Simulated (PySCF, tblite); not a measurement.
# C₄H₁₀GeO: geometry, infrared bands and NMR shifts

What infrared bands and NMR shifts should C₄H₁₀GeO (`C[CH2][Ge@@H]1[CH2]C[O]1`) show?

Programs: tblite 0.8.0 and PySCF 2.14.0, with density-fitted response routines of our own. Each step states its level of theory. These are calculated values for one molecule in the gas phase, unless marked as measured. Atoms are numbered from 0 throughout.

## 1. The molecule as given

16 atoms, charge 0, multiplicity 1; geometry from: force field or distance geometry start.

Bonds of the start (Å): C0–C1 1.50, C1–Ge2 1.90, Ge2–C3 1.92, C3–C4 1.50, C4–O5 1.39, O5–Ge2 1.79, C0–H6 1.11, C0–H7 1.10, C0–H8 1.11, C1–H9 1.11, C1–H10 1.13, Ge2–H11 1.54, C3–H12 1.09, C3–H13 1.12, C4–H14 1.12, C4–H15 1.10.

## 2. Optimising the geometry with GFN2-xTB

What the job is given:

```
{"job": {"kind": "relax", "xc": "GFN2-xTB", "basis": "xTB"}, "charge": 0, "multiplicity": 1}
C      1.932600    -0.656800    -0.655200
C      1.659600     0.256300     0.501300
Ge    -0.163200     0.505000     0.968600
C     -1.497600    -0.542500     0.061000
C     -2.164000     0.653700    -0.554900
O     -1.151000     1.513400    -0.135200
H      3.036900    -0.745500    -0.746600
H      1.586200    -0.253900    -1.619600
H      1.563000    -1.685000    -0.456300
H      2.109600     1.242200     0.261000
H      2.228300    -0.106700     1.405900
H     -0.455600     0.684000     2.471900
H     -1.162600    -1.330000    -0.611700
H     -2.181400    -1.007000     0.821800
H     -3.125900     0.972800    -0.076400
H     -2.222600     0.508800    -1.646900
```

Run with:

```sh
$ OMP_NUM_THREADS=1 python probes_run.py task.json out
```

This one command runs all jobs of the session in turn.

Standard output:

```text
step      E/eV     max force
  0    -533.25953    4.472
  1    -533.76596    1.568
  2    -533.91767    1.299
  3    -534.00354    0.775
  4    -534.03978    0.625
  5    -534.06612    0.507
  6    -534.09056    0.399
  7    -534.11097    0.398
  8    -534.12513    0.412
  9    -534.13434    0.302
 10    -534.14133    0.196
 11    -534.14730    0.156
 12    -534.15143    0.164
 13    -534.15390    0.123
 14    -534.15546    0.089
 15    -534.15662    0.078
 16    -534.15769    0.101
 17    -534.15869    0.115
 18    -534.15956    0.092
 19    -534.16030    0.066
 20    -534.16097    0.073
 21    -534.16158    0.084
 22    -534.16210    0.070
 23    -534.16259    0.054
 24    -534.16309    0.064
 25    -534.16374    0.078
 26    -534.16460    0.098
 27    -534.16553    0.093
 28    -534.16631    0.064
 29    -534.16690    0.048
 30    -534.16739    0.066
 31    -534.16783    0.059
 32    -534.16822    0.048
 33    -534.16854    0.046
 34    -534.16890    0.065
 35    -534.16935    0.085
 36    -534.16989    0.079
 37    -534.17040    0.055
 38    -534.17079    0.053
 39    -534.17112    0.051
 40    -534.17150    0.052
 41    -534.17194    0.057
 42    -534.17239    0.051
 43    -534.17278    0.041
 44    -534.17308    0.042
 45    -534.17332    0.040
 46    -534.17350    0.033
 47    -534.17362    0.026
 48    -534.17371    0.022
 49    -534.17380    0.028
 50    -534.17391    0.031
 51    -534.17402    0.033
 52    -534.17411    0.024
 53    -534.17417    0.018
 54    -534.17424    0.024
 55    -534.17435    0.030
 56    -534.17448    0.035
 57    -534.17464    0.031
 58    -534.17479    0.029
 59    -534.17495    0.035
 60    -534.17511    0.043
 61    -534.17526    0.035
 62    -534.17540    0.031
 63    -534.17554    0.026
 64    -534.17569    0.048
 65    -534.17586    0.052
 66    -534.17601    0.033
 67    -534.17613    0.028
 68    -534.17624    0.032
 69    -534.17638    0.055
 70    -534.17658    0.066
 71    -534.17681    0.052
 72    -534.17702    0.034
 73    -534.17719    0.031
 74    -534.17736    0.044
 75    -534.17752    0.048
 76    -534.17769    0.034
 77    -534.17786    0.039
 78    -534.17803    0.037
 79    -534.17823    0.057
 80    -534.17846    0.059
 81    -534.17868    0.041
 82    -534.17888    0.031
 83    -534.17910    0.036
 84    -534.17938    0.055
 85    -534.17957    0.069
 86    -534.17994    0.053
 87    -534.18014    0.026
 88    -534.18028    0.021
 89    -534.18033    0.020
 90    -534.18042    0.018
 91    -534.18047    0.014
 92    -534.18051    0.014
 93    -534.18053    0.013
 94    -534.18056    0.013
 95    -534.18059    0.015
 96    -534.18065    0.023
 97    -534.18072    0.032
 98    -534.18083    0.036
 99    -534.18095    0.031
100    -534.18107    0.024
101    -534.18119    0.028
102    -534.18131    0.031
103    -534.18144    0.028
104    -534.18156    0.028
105    -534.18167    0.031
106    -534.18177    0.027
107    -534.18187    0.028
108    -534.18194    0.021
109    -534.18197    0.015
110    -534.18199    0.009
```

Run time: 0.99 s. Hardware: 1 thread of Arm Neoverse N1, shared host.

The steps of the relaxation: (not every step is listed)

```csv
step,energy from step 0 (eV),largest force (eV/Å)
0,0.0000,4.4720
1,-0.5064,1.5675
2,-0.6581,1.2989
3,-0.7440,0.7746
4,-0.7802,0.6245
5,-0.8066,0.5070
6,-0.8310,0.3994
7,-0.8514,0.3982
8,-0.8656,0.4118
17,-0.8992,0.1147
26,-0.9051,0.0980
35,-0.9098,0.0854
44,-0.9135,0.0416
53,-0.9146,0.0185
62,-0.9159,0.0307
71,-0.9173,0.0520
80,-0.9189,0.0591
89,-0.9208,0.0198
98,-0.9213,0.0359
105,-0.9221,0.0310
106,-0.9222,0.0267
107,-0.9223,0.0279
108,-0.9224,0.0210
109,-0.9224,0.0146
110,-0.9225,0.0085
```

Close pairs (by a distance rule), those that changed most:

```csv
bond,before (Å),after (Å),change (Å)
C1–Ge2,1.898,2.008,+0.110
Ge2–C3,1.924,2.001,+0.077
C1–H10,1.128,1.089,-0.039
C3–H13,1.123,1.087,-0.037
C4–O5,1.393,1.428,+0.034
Ge2–O5,1.792,1.824,+0.032
C3–C4,1.501,1.533,+0.031
C4–H14,1.121,1.093,-0.028
```

The final coordinates are the input of the step that follows.

## 3. Vibrational analysis with GFN2-xTB

What the job is given:

```
{"job": {"kind": "ir", "xc": "GFN2-xTB", "basis": "xTB"}, "charge": 0, "multiplicity": 1}
C      1.938142    -0.501146    -0.750531
C      1.742782     0.173238     0.598054
Ge    -0.202085     0.430268     1.027364
C     -1.673577    -0.688983     0.261622
C     -2.000980     0.537451    -0.597024
O     -0.994805     1.482989    -0.234006
H      2.994918    -0.550500    -1.008026
H      1.420969     0.059337    -1.527626
H      1.541150    -1.515097    -0.736723
H      2.197385     1.164465     0.593329
H      2.215439    -0.401732     1.393027
H     -0.426160     1.055074     2.413510
H     -1.354384    -1.547413    -0.324418
H     -2.478942    -0.984897     0.928386
H     -2.987285     0.954395    -0.378011
H     -1.940165     0.341496    -1.670338
```

Standard output:

```text
mode    cm-1     km/mol
  1      50.0      0.97
  2      71.5      0.96
  3     124.0      0.81
  4     140.1      7.08
  5     230.2      0.16
  6     267.3     11.00
  7     390.3     36.65
  8     501.3     26.81
  9     522.2     46.25
 10     541.6     95.41
 11     630.2    111.44
 12     700.9     88.16
 13     711.4     66.96
 14     729.7     60.80
 15     893.8     27.95
 16     947.7      2.65
 17     982.7     37.34
 18     998.0      8.69
 19    1043.6     41.75
 20    1067.6      5.23
 21    1125.6      3.72
 22    1139.1      0.03
 23    1191.1      0.84
 24    1220.3      4.04
 25    1228.8      5.23
 26    1294.5      7.28
 27    1406.8      2.83
 28    1429.6      1.94
 29    1448.3      0.46
 30    1493.5      2.46
 31    1496.7      4.05
 32    1504.5      3.26
 33    1745.4    589.31
 34    2922.7     51.66
 35    2947.1     72.26
 36    2966.3     21.09
 37    2984.4     24.74
 38    2993.4     32.99
 39    3001.3     39.16
 40    3012.3     41.46
 41    3015.5     42.13
 42    3021.4     23.20
```

It took 0.74 s on 1 thread of Arm Neoverse N1, shared host.

The strongest bands and the atoms that carry them (share of the mass-weighted mode):

```csv
cm⁻¹,km/mol,atoms
542,95.4,"H11 41 %, Ge2 14 %, C1 13 %"
630,111.4,H11 72 %
701,88.2,"H9 25 %, H10 23 %, C1 13 %"
711,67.0,"H12 22 %, C3 16 %, H11 15 %, H13 13 %"
730,60.8,"C3 37 %, O5 31 %, H13 13 %"
1745,589.3,H11 98 %
2923,51.7,"H14 51 %, H15 39 %"
2947,72.3,"H15 53 %, H14 42 %"
```

## 4. Nuclear shieldings: PBE0/pcSseg-1

The job, as its differences from that of step 3:

```diff
@@ -1,2 +1,2 @@
-{"job": {"kind": "ir", "xc": "GFN2-xTB", "basis": "xTB"}, "charge": 0, "multiplicity": 1}
+{"job": {"kind": "nmr", "xc": "PBE0", "basis": "pcSseg-1"}, "charge": 0, "multiplicity": 1}
 C      1.938142    -0.501146    -0.750531
```

Method: GIAO PBE0/pcSseg-1 NMR shielding, non-relativistic, gas phase.

Standard output:

```text
coarse grid: 58040 points
cycle   1  E = -2309.7029010813  dE = -1.243e-01  |g| = 1.168e+00  |ddm| = 3.548e+00
cycle   2  E = -2309.3207270375  dE =  3.822e-01  |g| = 1.795e+00  |ddm| = 2.221e+00
cycle   3  E = -2309.8577790253  dE = -5.371e-01  |g| = 3.214e-01  |ddm| = 1.774e+00
cycle   4  E = -2309.8755077602  dE = -1.773e-02  |g| = 9.349e-02  |ddm| = 2.733e-01
cycle   5  E = -2309.8768459205  dE = -1.338e-03  |g| = 1.766e-02  |ddm| = 8.060e-02
cycle   6  E = -2309.8769223668  dE = -7.645e-05  |g| = 4.878e-03  |ddm| = 2.178e-02
cycle   7  E = -2309.8769275668  dE = -5.200e-06  |g| = 1.124e-03  |ddm| = 4.284e-03
final grid: 122800 points
cycle   8  E = -2309.8769040785  dE =  9.467e-08  |g| = 1.391e-03  |ddm| = 2.792e-03
cycle   9  E = -2309.8769036988  dE =  3.797e-07  |g| = 1.868e-03  |ddm| = 2.928e-03
cycle  10  E = -2309.8769045571  dE = -8.583e-07  |g| = 1.674e-04  |ddm| = 1.699e-03
cycle  11  E = -2309.8769045629  dE = -5.815e-09  |g| = 3.343e-05  |ddm| = 1.373e-04
cycle  12  E = -2309.8769045630  dE = -1.746e-10  |g| = 9.132e-06  |ddm| = 3.309e-05
converged SCF energy = -2309.8769045630

GIAO shielding tensors (ppm)
atom      isotropic    diamagn.    paramagn.     s11        s22        s33       span
  0 C      176.840     248.008     -71.168    168.752    174.662    187.105     18.354
  1 C      166.080     252.067     -85.987    157.462    162.881    177.896     20.434
  2 Ge    1207.350    2755.542   -1548.193   1064.873   1217.139   1340.037    275.165
  3 C      159.394     253.230     -93.835    112.162    168.694    197.327     85.164
  4 C      113.474     244.068    -130.594     77.304     97.943    165.174     87.870
  5 O      272.730     401.969    -129.239    185.196    276.437    356.556    171.360
  6 H       30.166      28.196       1.970     24.842     27.560     38.097     13.254
  7 H       29.924      31.322      -1.398     24.943     29.423     35.407     10.464
  8 H       30.418      31.129      -0.710     25.848     29.040     36.366     10.518
  9 H       30.343      30.589      -0.246     25.587     28.758     36.684     11.097
 10 H       30.564      30.503       0.061     25.478     28.990     37.226     11.747
 11 H       25.096      28.614      -3.518     18.878     20.743     35.667     16.788
 12 H       28.936      31.810      -2.875     25.691     27.264     33.852      8.160
 13 H       29.116      30.412      -1.296     25.681     26.308     35.358      9.678
 14 H       26.889      28.590      -1.701     22.632     25.614     32.420      9.788
 15 H       27.026      29.673      -2.647     22.947     25.493     32.638      9.691
```

Run time: 53 s. Hardware: 1 thread of Arm Neoverse N1, shared host; peak memory 0.74 GiB.

Shifts follow as δ = σ(reference) − σ, with reference shieldings (ppm) from runs at the same level and on the same kind of geometry: ¹H TMS 31.72, ¹³C TMS 186.9, ¹⁷O H2O 336.1, ⁷³Ge GeMe4 1331. The references are single molecules in the gas phase, so shifts against H2O, NH3, PH3, H3PO4 or CFCl3 are not on the usual liquid scales and can be off by tens of ppm. Atoms listed in one row are averaged.

```csv
atoms,environment,σ (ppm),δ (ppm)
C4,sp3 CH2 bonded to O,113.5,73.5
C3,sp3 CH2 bonded to Ge,159.4,27.5
C1,sp3 CH2 bonded to Ge,166.1,20.8
C0,methyl carbon,176.8,10.1
H11,"hydrogen on a germanium bonded to 2 C, O, in a 4-membered ring",25.10,6.62
H14,hydrogen on an sp3 CH2 bonded to O,26.89,4.83
H15,hydrogen on an sp3 CH2 bonded to O,27.03,4.69
H12,hydrogen on an sp3 CH2 bonded to Ge,28.94,2.78
H13,hydrogen on an sp3 CH2 bonded to Ge,29.12,2.60
"H6, H7, H8",hydrogen on a methyl carbon,30.17,1.55
H9,hydrogen on an sp3 CH2 bonded to Ge,30.34,1.37
H10,hydrogen on an sp3 CH2 bonded to Ge,30.56,1.15
Ge2,"germanium bonded to 2 C, O, H, in a 4-membered ring",1207,124
O5,"oxygen bonded to C, Ge, in a 4-membered ring",272.7,63.3
```

The run also stored atomic charges by several schemes (e):

```csv
atoms,Mulliken,IAO,Hirshfeld,ESP fit
C0,-0.28,-0.41,-0.12,-0.13
C1,-0.54,-0.49,-0.14,-0.17
Ge2,0.77,0.94,0.45,0.61
C3,-0.51,-0.52,-0.16,-0.48
C4,0.12,-0.04,-0.01,0.30
O5,-0.69,-0.65,-0.29,-0.55
```

Mayer bond orders: C0–C1 1.04, C1–Ge2 0.93, Ge2–C3 0.96, C3–C4 0.97, C4–O5 0.92, O5–Ge2 0.84.

Ring of atoms Ge2, C3, C4, O5: NICS(0) -0.7, NICS(1) 0.5, NICS(1)zz 4.0 ppm (means of both faces).

Orbitals, density, ELF and potential are computed afterwards from the orbital file.

Frontier orbitals at PBE0/pcSseg-1, with the share of their density that lies nearest to each atom:

```csv
orbital,energy (eV),lies on
HOMO,-7.04,"O5 60 %; H14, H15 about 8 % each; H11 7 %"
LUMO,0.03,Ge2 36 %; H11 17 %; C3 10 %
```

ELF in a plane through or near 5 of the atoms.

Values, 10 rows by 14 columns:
```
0.00 0.00 0.00 0.00 0.00 0.00 0.00 0.00 0.00 0.00 0.00 0.00 0.00 0.00
0.00 0.00 0.00 0.00 0.00 0.00 0.05 0.48 0.37 0.01 0.00 0.00 0.00 0.00
0.00 0.00 0.00 0.00 0.00 0.01 0.68 1.00 1.00 0.58 0.00 0.00 0.00 0.00
0.00 0.00 0.00 0.08 0.35 0.23 0.38 0.20 0.63 0.06 0.00 0.00 0.00 0.00
0.00 0.00 0.01 0.14 0.63 0.30 0.31 0.69 0.14 0.10 0.04 0.05 0.00 0.00
0.00 0.00 0.45 0.77 0.67 0.76 0.07 0.13 0.28 0.92 0.52 0.54 0.04 0.00
0.00 0.01 0.98 1.00 0.60 0.73 0.17 0.00 0.06 0.50 0.14 0.02 0.00 0.00
0.00 0.00 0.02 0.09 0.04 0.07 0.03 0.00 0.01 0.20 0.04 0.00 0.00 0.00
0.00 0.00 0.00 0.00 0.00 0.00 0.00 0.00 0.00 0.00 0.00 0.00 0.00 0.00
0.00 0.00 0.00 0.00 0.00 0.00 0.00 0.00 0.00 0.00 0.00 0.00 0.00 0.00
```
The map spans 11.3 Å across and 10.4 Å up, centred on the molecule. Atoms in the plane (x, y in Å): C0 (-2.0, -0.8), C1 (-1.7, 0.7), Ge2 (0.2, 1.1), H6 (-3.0, -1.0), H11 (0.5, 2.6).

On the surface of density 0.002 e/bohr³ the electrostatic potential runs, from the 1st to the 99th percentile, from -1.98 V near O5 to 1.21 V near Ge2.

## 5. Outcome

```
                                                              quantity                                               value
                             strongest single infrared mode (GFN2-xTB)                               1745 cm⁻¹, 589 km/mol
                                          zero-point energy (GFN2-xTB)                                       80.2 kcal/mol
                                ¹³C shifts against TMS (PBE0/pcSseg-1)                          73.5, 27.5, 20.8, 10.1 ppm
¹H shifts against TMS (PBE0/pcSseg-1, means over atoms taken as alike)  6.62, 4.83, 4.69, 2.78, 2.60, 1.55, 1.37, 1.15 ppm
                             ⁷³Ge shifts against GeMe4 (PBE0/pcSseg-1)                                             124 ppm
                                ¹⁷O shifts against H2O (PBE0/pcSseg-1)                                            63.3 ppm
                                 surface potential, 1st and 99th percentile                                  -1.98 V and 1.21 V
```

**Reading.** The optimisation took 110 steps and gained 0.922 eV; among the close pairs (by a distance rule), C1–Ge2 changed most, from 1.898 to 2.008 Å. All 42 modes are real, so the xTB geometry is a minimum. The strongest single mode, at 1745 cm⁻¹, moves mainly H11. GFN2-xTB is a fitted tight-binding method: band positions and strengths are rough. Its intensities can rank the bands wrongly. C4 (sp3 CH2 bonded to O) lies farthest downfield among carbon, at 73.5 ppm; pulled downfield by the heteroatom. At PBE0/pcSseg-1: The largest span, 275 ppm, is at Ge2, where the paramagnetic term is -1548 ppm. Spin-orbit coupling is left out, which matters for shieldings and couplings at and beside the heavy atoms.
